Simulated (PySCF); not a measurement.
# IrS₃: structure of the doublet

Where does doublet IrS₃ go from a B3LYP minimum start, is the end point a minimum, and what are its modes, charges and moments?

The runs use PySCF 2.14.0; B3LYP, basis Ir def2-SVP with ECP60, S def2-SVP, scalar-relativistic core potentials, no spin–orbit coupling, density fitting.

## (1) Where the work starts

4 atoms, charge 0, spin multiplicity 2.

Bond lengths: Ir1–S2 2.121 Å, Ir1–S3 2.096 Å, Ir1–S4 2.121 Å. Angles: S2–Ir1–S3 122.8°, S2–Ir1–S4 114.3°, S3–Ir1–S4 122.8°.

```xyz
4
charge 0 multiplicity 2
Ir    0.0000    0.0000    0.0226
S    -1.7821    0.0000   -1.1273
S     0.0000    0.0000    2.1182
S     1.7821    0.0000   -1.1273
```

## (2) The SCF at the typed geometry

The steps below are one call of a driver around PySCF. For each, scf.py gives the equivalent set-up of the SCF; relaxations use the driver's own optimiser. After this first run the driver tries any further starts and a stability analysis.

Input file scf.py:

```python
from pyscf import gto, scf, dft
mol = gto.M(atom='''
Ir    -0.000000     0.000000     0.022590
S     -1.782120     0.000000    -1.127270
S      0.000000     0.000000     2.118200
S      1.782120     0.000000    -1.127270''',
    basis={'Ir': 'def2-SVP', 'S': 'def2-SVP'},
    ecp={'Ir': 'def2-SVP'},
    charge=0, spin=1)
mf = dft.UKS(mol, xc='B3LYP')
mf.grids.atom_grid = (50, 194)
aux = {'Ir': 'def2-universal-JKFIT', 'S': 'def2-universal-JKFIT'}
mf = mf.density_fit(auxbasis=aux)
mf.conv_tol = 1e-08
mf.diis_space = 10
mf.max_cycle = 60
mf.init_guess = 'minao'
mf.verbose = 4
mf.kernel()
```

The run is started by

```console
$ OMP_NUM_THREADS=2 python axn.py task.json out
```

Further steps of the session: B3LYP minimum start, doublet: relaxation; Frequencies.

Q: Predict the outcome of this session. Wanted: minimum; geometry; wavenumbers; dipole moment; highest occupied, lowest empty level; polar-tensor charge of Ir1; zero-point energy; atomisation energy; ⟨S²⟩.

**Answer**, as computed:

| quantity | value |
| --- | --- |
| minimum | doublet, C2v |
| geometry | Ir–S 2.096 Å, Ir–S 2.121 Å (×2); S–Ir–S 114.3°, S–Ir–S 122.8° (×2) |
| wavenumbers (cm⁻¹) | 101 (b1), 121 (b2), 165 (a1), 452 (b2), 496 (a1), 514 (a1) |
| dipole moment | 0.42 D |
| highest occupied, lowest empty level (either spin) | -6.81, -4.93 eV |
| polar-tensor charge of Ir1 | +0.58 e |
| zero-point energy | 11.1 kJ/mol |
| entropy at 298.15 K | 344.2 J/(mol K) |
| atomisation energy (no zero-point energy) | 1098 kJ/mol |
| ⟨S²⟩ | 0.927 |

The B3LYP minimum start keeps its C2v symmetry and ends in a minimum. The strongest infrared band lies at 452 cm⁻¹ (b2, stretch). Only this shape and spin were tried, so other structures or states may lie lower. Open d and f shells are described by one determinant, and the ground state may have another occupation or spin. With an element this heavy the missing spin–orbit coupling can shift these numbers.
